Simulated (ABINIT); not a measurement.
# CsLiCr2Te2S3 (R32) in ABINIT: convergence with k mesh

Aim: find how far k mesh must go before the results for CsLiCr2Te2S3 settle, at PBE. This setting moves, with any that are tied to it; all else stays.

All numbers are computed with ABINIT 10.8.3 (patched build); they aren't measurements. Logs are shortened: lines on timing, memory, paths and dates and some standing lists are left out, and cuts for length are marked. The log counts tension as positive stress, the text compression.

### 1 Starting point

Symmetry: R32, No. 155, trigonal system. The conventional cell has a = 6.639 Å, b = 6.639 Å, c = 20.639 Å, α = 90.00°, β = 90.00°, γ = 120.00°. Around Cs (site symmetry 32) lie 6 Te at 3.84 Å and 6 S at 4.04 Å and 2 Cr at 4.16 Å. Li (site symmetry 32) is surrounded by 3 S at 2.41 Å. Cr (site symmetry 3) has 3 S at 2.24 Å and 1 Te at 2.45 Å as nearest neighbours. Around Te (site symmetry 3) lie 1 Cr at 2.45 Å. S (site symmetry 2) is surrounded by 2 Cr at 2.24 Å and 1 Li at 2.41 Å.

The cell was built by a generator and needn't be a form met in nature.

### 2 With k mesh 1 × 1 × 1

File run.abi:

```
# Pseudopotentials
pp_dirpath "./"
pseudos "Cs.GGA_PBE-JTH.xml, Li.GGA_PBE-JTH.xml, Cr.GGA_PBE-JTH.xml, Te.GGA_PBE-JTH.xml, S.GGA_PBE-JTH.xml"

# Structure
acell 7.8754149077 7.8754149077 7.8754176027 Angstrom
rprim
     0.4214749367     0.2433382904     0.8735819104
    -0.4214749367     0.2433382904     0.8735819104
     0.0000000000    -0.4866776841     0.8735816114
ntypat 5
znucl 55 3 24 52 16
natom 9
typat 1 2 3 3 4 4 5 5 5
xred
     0.0000000000     0.0000000000     0.0000000000
     0.5000000000     0.5000000000     0.5000000000
     0.7984800000     0.7984800000     0.7984800000
     0.2015200000     0.2015200000     0.2015200000
     0.6799000000     0.6799000000     0.6799000000
     0.3201000000     0.3201000000     0.3201000000
     0.1362600000     0.8637400000     0.5000000000
     0.5000000000     0.1362600000     0.8637400000
     0.8637400000     0.5000000000     0.1362600000

# Plane-wave basis
ecut 23.0
pawecutdg 45.0
pawxcdev 0

# k points
kptopt 1
ngkpt 1 1 1
nshiftk 1
shiftk 0.0 0.0 0.0

# Exchange and correlation
ixc 11

# Bands and occupations
nband 44
occopt 3
tsmear 0.05 eV

# Spin
nsppol 2
spinat
     0.0000000000     0.0000000000     0.0000000000
     0.0000000000     0.0000000000     0.0000000000
     0.0000000000     0.0000000000     3.0000000000
     0.0000000000     0.0000000000     3.0000000000
     0.0000000000     0.0000000000     0.0000000000
     0.0000000000     0.0000000000     0.0000000000
     0.0000000000     0.0000000000     0.0000000000
     0.0000000000     0.0000000000     0.0000000000
     0.0000000000     0.0000000000     0.0000000000

# SCF cycle
nstep 100
tolvrs 1.0e-9

# Output
iomode 3
prtwf 0
prtden 0
prteig 0
prtebands 0
enunit 1
```

Potentials or basis: JTH PAW PBE v2.0.

Command:

```sh
> mpirun --bind-to none -np 2 abinit run.abi > log 2>&1
```

run.abo:

```text
.Version 10.8.3 of ABINIT
 Symmetries : space group R3 2 (#155); Bravais hR (rhombohedral)
================================================================================
 Values of the parameters that define the memory need of the present run
     intxc =       0    ionmov =       0      iscf =      17    lmnmax =      18
     lnmax =       6     mgfft =      72  mpssoang =       3    mqgrid =    3161
     natom =       9  nloc_mem =       2    nspden =       2   nspinor =       1
    nsppol =       2      nsym =       6    n1xccc =       1    ntypat =       5
    occopt =       3   xclevel =       2
       mpw =        4656          nfft =      373248          nkpt =           1
Pmy_natom=         5
 PAW method is used; the additional fine FFT grid is defined by:
   mgfftf=        90    nfftf =    729000
================================================================================
================================================================================

--------------------------------------------------------------------------------
------------- Echo of variables that govern the present computation ------------
--------------------------------------------------------------------------------
 -outvars: echo values of preprocessed input variables --------
            acell      1.4882379001E+01  1.4882379001E+01  1.4882379001E+01 Bohr
              amu      1.32905430E+02  6.94100000E+00  5.19961000E+01
                       1.27600000E+02  3.20660000E+01
             ecut      2.30000000E+01 Hartree
           enunit           1
              ixc          11
         kptrlatt        1    0    0      0    1    0      0    0    1
          kptrlen      1.25450992E+01
            natom           9
            nband          44
            ngfft          72      72      72
          ngfftdg          90      90      90
             nkpt           1
           nspden           2
           nsppol           2
            nstep         100
             nsym           6
           ntypat           5
           occopt           3
        pawecutdg      4.50000000E+01 Hartree
         pawxcdev           0
           prtden           0
        prtebands           0
           prteig           0
            prtwf           0
            rprim      4.2147490833E-01  2.4333827402E-01  8.7358192864E-01
                      -4.2147494776E-01  2.4333820574E-01  8.7358192864E-01
                       3.9421988055E-08 -4.8667774961E-01  8.7358157492E-01
          spgroup         155
           spinat      0.0000000000E+00  0.0000000000E+00  0.0000000000E+00
                       0.0000000000E+00  0.0000000000E+00  0.0000000000E+00
                       0.0000000000E+00  0.0000000000E+00  3.0000000000E+00
                       0.0000000000E+00  0.0000000000E+00  3.0000000000E+00
                       0.0000000000E+00  0.0000000000E+00  0.0000000000E+00
                       0.0000000000E+00  0.0000000000E+00  0.0000000000E+00
                       0.0000000000E+00  0.0000000000E+00  0.0000000000E+00
                       0.0000000000E+00  0.0000000000E+00  0.0000000000E+00
                       0.0000000000E+00  0.0000000000E+00  0.0000000000E+00
           tolvrs      1.00000000E-09
           tsmear      1.83746611E-03 Hartree
            typat      1  2  3  3  4  4  5  5  5
           useylm           1
           xangst      0.0000000000E+00  0.0000000000E+00  0.0000000000E+00
                       2.9225701705E-17 -5.0002708135E-06  1.0319730000E+01
                       4.7634747513E-16 -7.9852324781E-06  1.6480196021E+01
                      -2.4008678405E-17 -2.0153091487E-06  4.1592639793E+00
                       1.8530178995E-16 -6.7993682523E-06  1.4032768854E+01
                      -7.6106141168E-17 -3.2011733750E-06  6.6066911461E+00
[... 271 lines left out ...]
    7      0.27731759064410     0.00000002246337     0.00000000000001
    8     -0.13865881477589     0.24016406718237     0.00000011636791
    9     -0.13865877586820    -0.24016408964574    -0.00000011636792
 frms,max,avg= 3.2542358E-01 1.0364282E+00   0.000E+00  0.000E+00  0.000E+00 e/A
 length scales= 14.882379001087 14.882379001087 14.882379001087 bohr
              =  7.875415806054  7.875415806054  7.875415806054 angstroms
 Fermi (or HOMO) energy (eV) =  -0.30782   Average Vxc (eV)=  -8.41443
 Eigenvalues (   eV  ) for nkpt=   1  k points, SPIN UP:
 kpt#   1, nband= 44, wtk=  1.00000, kpt=  0.0000  0.0000  0.0000 (reduced coord)
 -73.18052  -73.18034  -46.25524  -44.55321  -44.55321  -44.55048  -44.55048  -44.46668
 -44.46608  -21.74305  -13.19568  -12.50531  -12.50531  -10.83196  -10.18469   -8.64267
  -8.64267   -8.63820   -5.15962   -4.39739   -4.39739   -4.11081   -4.11081   -3.49076
  -3.32367   -3.17868   -3.17868   -2.87770   -2.76454   -2.76454   -2.48962   -1.69278
  -1.69278   -0.84918   -0.84918   -0.45198   -0.45198   -0.20058    0.02873    0.02873
   1.48853    1.51163    1.51163    3.10762
 Eigenvalues (   eV  ) for nkpt=   1  k points, SPIN DOWN:
 kpt#   1, nband= 44, wtk=  1.00000, kpt=  0.0000  0.0000  0.0000 (reduced coord)
 -70.56448  -70.56427  -46.25986  -42.00425  -42.00345  -41.91948  -41.91948  -41.91583
 -41.91583  -21.77252  -13.19577  -12.52748  -12.52748  -11.20547  -10.57092   -8.66793
  -8.66793   -8.64708   -4.88832   -4.06838   -4.06838   -3.54866   -3.54866   -3.41993
  -3.29652   -3.05096   -3.05096   -2.41522   -2.36826   -2.36826   -2.16189   -0.67872
  -0.67872    0.56301    0.56301    0.82468    1.01792    1.01792    1.72641    1.72641
   2.46408    2.87577    2.87577    3.23946

--- !EnergyTerms
iteration_state     : {dtset: 1, }
comment             : Components of total free energy in Hartree
kinetic             :  5.55579189665739E+01
hartree             :  9.68546037620212E+01
xc                  : -4.13453269781240E+01
Ewald energy        : -1.25210103882040E+02
psp_core            :  1.35313782650241E+01
local_psp           : -2.46445419135571E+02
PAW spherical_terms : -3.56215893975178E+00
internal            : -2.50619107941867E+02
'-kT*entropy'       : -1.43142382974180E-03
total_energy        : -2.50620539365697E+02
total_energy_eV     : -6.81973229785607E+03
...

--- !EnergyTermsDC
iteration_state     : {dtset: 1, }
comment             : '"Double-counting" decomposition of free energy'
band_energy         : -4.44413738697517E+01
Ewald energy        : -1.25210103882040E+02
psp_core            :  1.35313782650241E+01
xc_dc               : -1.02935738974623E+02
PAW spherical_terms :  8.43673461707869E+00
internal            : -2.50619103844312E+02
'-kT*entropy'       : -1.43142382974180E-03
total_energy_dc     : -2.50620535268141E+02
total_energy_dc_eV  : -6.81973218635590E+03
...

--- !EnergyTermsWithPAWCore
iteration_state     : {dtset: 1, }
comment             : 'Components of total free energy, including PAW core contributions'
Total energy        : -2.46832106782474E+04
Total energy DC     : -2.46832106741498E+04
Total energy (eV)   : -6.71664379556712E+05
Total energy DC (eV): -6.71664379445212E+05
...

 Cartesian components of stress tensor (hartree/bohr^3)
  sigma(1 1)=  3.11087022E-05  sigma(3 2)=  4.70284377E-11
  sigma(2 2)=  3.11087022E-05  sigma(3 1)=  0.00000000E+00
  sigma(3 3)= -6.59501971E-05  sigma(2 1)=  0.00000000E+00

-Cartesian components of stress tensor (GPa)         [Pressure=  3.6608E-02 GPa]
- sigma(1 1)=  9.15249617E-01  sigma(3 2)=  1.38362441E-06
- sigma(2 2)=  9.15249617E-01  sigma(3 1)=  0.00000000E+00
- sigma(3 3)= -1.94032179E+00  sigma(2 1)=  0.00000000E+00

== END DATASET(S) ==============================================================
================================================================================

 -outvars: echo values of variables after computation  --------
            acell      1.4882379001E+01  1.4882379001E+01  1.4882379001E+01 Bohr
           etotal     -2.5062053527E+02
            fcart     -1.4456029516E-19  1.9274705606E-19  3.7100420271E-21
                      -1.4456028966E-19  1.9274705289E-19  3.7100429107E-21
                      -2.3547598618E-18 -9.7659585451E-09  2.0155319410E-02
                       2.0656392825E-18  9.7659585454E-09 -2.0155319410E-02
                       9.9983521292E-19  4.6172783807E-09 -9.5292971142E-03
                       4.4576778719E-19 -4.6172783816E-09  9.5292971142E-03
                       5.3929685068E-03  4.3684291143E-10  2.1160658356E-16
                      -2.6964846317E-03  4.6704475103E-03  2.2629954824E-09
                      -2.6964838751E-03 -4.6704479471E-03 -2.2629956940E-09
            rprim      4.2147490833E-01  2.4333827402E-01  8.7358192864E-01
                      -4.2147494776E-01  2.4333820574E-01  8.7358192864E-01
                       3.9421988055E-08 -4.8667774961E-01  8.7358157492E-01
           strten      3.1108702174E-05  3.1108702174E-05 -6.5950197136E-05
                       4.7028437658E-11  0.0000000000E+00  0.0000000000E+00
           xangst      0.0000000000E+00  0.0000000000E+00  0.0000000000E+00
                       2.9225701705E-17 -5.0002708135E-06  1.0319730000E+01
                       4.7634747513E-16 -7.9852324781E-06  1.6480196021E+01
                      -2.4008678405E-17 -2.0153091487E-06  4.1592639793E+00
                       1.8530178995E-16 -6.7993682523E-06  1.4032768854E+01
                      -7.6106141168E-17 -3.2011733750E-06  6.6066911461E+00
                      -2.4147173148E+00 -5.1958684964E-06  1.0319730000E+01
                       1.2073588268E+00 -2.0912114401E+00  1.0319728987E+01
                       1.2073584880E+00  2.0912016351E+00  1.0319731013E+01
             xred      0.0000000000E+00  0.0000000000E+00  0.0000000000E+00
                       5.0000000000E-01  5.0000000000E-01  5.0000000000E-01
                       7.9848000000E-01  7.9848000000E-01  7.9848000000E-01
                       2.0152000000E-01  2.0152000000E-01  2.0152000000E-01
                       6.7990000000E-01  6.7990000000E-01  6.7990000000E-01
                       3.2010000000E-01  3.2010000000E-01  3.2010000000E-01
                       1.3626000000E-01  8.6374000000E-01  5.0000000000E-01
                       5.0000000000E-01  1.3626000000E-01  8.6374000000E-01
                       8.6374000000E-01  5.0000000000E-01  1.3626000000E-01
 Calculation completed.
```

Wall time 2.6 min (2 MPI ranks of AMD EPYC, shared host); peak memory 1.2 GiB.

What came out:

- Free energy: -6819.7322 eV
- Pressure: 0.0 GPa
- Largest force: 1.036 eV/Å
- Net moment: 4.00 μB per cell
- Site moments: Cs -0.04; Li -0.00; Cr +2.40; Te -0.33; S -0.06 μB
- Valence electrons inside the program's atomic spheres: Cs 5.34; Li 2.05; Cr 12.10; Te 3.13; S 3.61

### 3 With k mesh 2 × 2 × 2

run.abi: that of step 2 with these lines changed.

```diff
@@ -32,3 +32,3 @@
 kptopt 1
-ngkpt 1 1 1
+ngkpt 2 2 2
 nshiftk 1
```

Potentials or basis: JTH PAW PBE v2.0.

Command:

```sh
> mpirun --bind-to none -np 4 abinit run.abi > log 2>&1
```

It took 4.2 min on 4 MPI ranks of AMD EPYC, shared host; peak memory 2.2 GiB.

It converged, with:

```
Free energy                                           : -6819.5861 eV
Pressure                                              : 0.1 GPa
Largest force                                         : 0.071 eV/Å
Band gap on the k mesh                                : none (metal or under the smearing width)
Net moment                                            : 4.01 μB per cell
Site moments                                          : Cs -0.01; Li +0.00; Cr +2.19; Te -0.21; S -0.05 μB
Valence electrons inside the program's atomic spheres : Cs 5.35; Li 2.05; Cr 12.08; Te 3.14; S 3.60
```

### 4 With k mesh 3 × 3 × 3

run.abi: that of step 3 with these lines changed.

```diff
@@ -32,3 +32,3 @@
 kptopt 1
-ngkpt 2 2 2
+ngkpt 3 3 3
 nshiftk 1
```

Command:

```sh
> mpirun --bind-to none -np 4 abinit run.abi > log 2>&1
```

Run time: 8.7 min. Hardware: 4 MPI ranks of AMD EPYC, shared host; peak memory 2.3 GiB.

Results (log left out):

```
Free energy                                           : -6819.6566 eV
Pressure                                              : 0.0 GPa
Largest force                                         : 0.084 eV/Å
Band gap on the k mesh                                : none (metal or under the smearing width)
Net moment                                            : 4.01 μB per cell
Site moments                                          : Cs -0.01; Li +0.00; Cr +2.19; Te -0.20; S -0.06 μB
Valence electrons inside the program's atomic spheres : Cs 5.35; Li 2.05; Cr 12.08; Te 3.14; S 3.60
```

### 5 With k mesh 4 × 4 × 4

run.abi: that of step 4 with these lines changed.

```diff
@@ -32,3 +32,3 @@
 kptopt 1
-ngkpt 3 3 3
+ngkpt 4 4 4
 nshiftk 1
```

Command:

```sh
> mpirun --bind-to none -np 4 abinit run.abi > log 2>&1
```

It took 15 min on 4 MPI ranks of AMD EPYC, shared host; peak memory 2.4 GiB.

It converged, with:

```
Free energy                                           : -6819.6504 eV
Pressure                                              : 0.0 GPa
Largest force                                         : 0.074 eV/Å
Band gap on the k mesh                                : none (metal or under the smearing width)
Net moment                                            : 4.00 μB per cell
Site moments                                          : Cs -0.01; Li +0.00; Cr +2.18; Te -0.20; S -0.06 μB
Valence electrons inside the program's atomic spheres : Cs 5.35; Li 2.05; Cr 12.08; Te 3.14; S 3.60
```

### 6 With k mesh 5 × 5 × 5

run.abi: that of step 5 with these lines changed.

```diff
@@ -32,3 +32,3 @@
 kptopt 1
-ngkpt 4 4 4
+ngkpt 5 5 5
 nshiftk 1
```

Potentials or basis: JTH PAW PBE v2.0.

Command:

```sh
> mpirun --bind-to none -np 4 abinit run.abi > log 2>&1
```

It took 21 min on 4 MPI ranks of AMD EPYC, shared host; peak memory 2.6 GiB.

The run converged. Its results:

```
Free energy                                           : -6819.6520 eV
Pressure                                              : 0.0 GPa
Largest force                                         : 0.081 eV/Å
Band gap on the k mesh                                : none (metal or under the smearing width)
Net moment                                            : 4.00 μB per cell
Site moments                                          : Cs -0.01; Li +0.00; Cr +2.18; Te -0.20; S -0.06 μB
Valence electrons inside the program's atomic spheres : Cs 5.35; Li 2.05; Cr 12.08; Te 3.14; S 3.60
```

### 7 With k mesh 6 × 6 × 6

run.abi: that of step 6 with these lines changed.

```diff
@@ -32,3 +32,3 @@
 kptopt 1
-ngkpt 5 5 5
+ngkpt 6 6 6
 nshiftk 1
```

Command:

```sh
> mpirun --bind-to none -np 4 abinit run.abi > log 2>&1
```

It took 37 min on 4 MPI ranks of AMD EPYC, shared host; peak memory 2.8 GiB.

Results (log left out):

```
Free energy                                           : -6819.6522 eV
Pressure                                              : 0.0 GPa
Largest force                                         : 0.083 eV/Å
Band gap on the k mesh                                : none (metal or under the smearing width)
Net moment                                            : 4.00 μB per cell
Site moments                                          : Cs -0.01; Li +0.00; Cr +2.19; Te -0.20; S -0.06 μB
Valence electrons inside the program's atomic spheres : Cs 5.35; Li 2.05; Cr 12.08; Te 3.14; S 3.60
```

### 8 Result

```csv
k mesh,"energy less the tightest run, at zero smearing (meV/atom)",pressure (GPa),largest force (eV/Å),largest site moment (μB),SCF cycles,CPU time (s)
1 × 1 × 1,-7.81,0.04,1.036,2.40,29,310
2 × 2 × 2,7.79,0.11,0.071,2.19,29,980
3 × 3 × 3,-0.60,0.01,0.084,2.19,31,2100
4 × 4 × 4,0.16,-0.01,0.074,2.18,31,3700
5 × 5 × 5,0.03,-0.01,0.081,2.18,30,5000
6 × 6 × 6,0.00,-0.01,0.083,2.19,31,8500
```

Against the tightest run, the energy stays within 1 meV/atom from 3 × 3 × 3 on; the pressure stays within 0.1 GPa from 3 × 3 × 3 on; the largest force stays within 0.005 eV/Å from 5 × 5 × 5 on; the largest site moment stays within 0.02 μB from 2 × 2 × 2 on. Meshes of other sizes hit other points, so gaps and Fermi surfaces needn't settle smoothly. The tightest run that finished is the yardstick and may itself not be fully converged.

Caveats: only a ferromagnetic start was run, and an antiferromagnetic order may lie lower in energy.
